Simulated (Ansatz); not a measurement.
BiTe:

```
Bi Te
1.0
     0.00000    3.14632    3.14632
     3.14632    0.00000    3.14632
     3.14632    3.14632    0.00000
Bi Te
1 1
Direct
  0.00000 0.00000 0.00000
  0.50000 0.50000 0.50000
```

The cell isn't the ideal one: volume scaled by 0.92.

```yaml
Program: Ansatz 0.2.0
Task: relaxation of cell and atoms
Functional: LDA
Potentials_or_basis: JTH PAW
Cutoff: 1800 eV
Density_cutoff: 7200 eV
k_mesh: 7 × 7 × 7
Occupations: methfessel-paxton, width 0.1 eV
Spin: collinear spin, ferromagnetic start
Starting_moments: "[0.5, 0.0] μB"
```

At the start: volume 31.15 Å³/atom.

Task: Where does the relaxation end?

Result: Over 5 steps the energy falls by 5.5 meV/atom and the volume is 32.13 Å³/atom (+3.1 %); space group Fm-3m (No. 225, to 0.05 Å); moment 0.00 μB per cell.

The path:
```csv
step,energy change (eV),largest force (eV/Å),volume (Å³)
1,0.0000,0.0000,62.29
2,-0.0053,0.0000,65.71
3,-0.0108,0.0000,64.33
4,-0.0109,0.0000,64.25
5,-0.0110,0.0000,64.25
```

Final structure:
```
Bi Te
1.0
     0.00000    3.17894    3.17894
     3.17894    0.00000    3.17894
     3.17894    3.17894    0.00000
Bi Te
1 1
Direct
  0.00000 0.00000 0.00000
  0.50000 0.50000 0.50000
```

Caveat: the starting moments weren't kept.
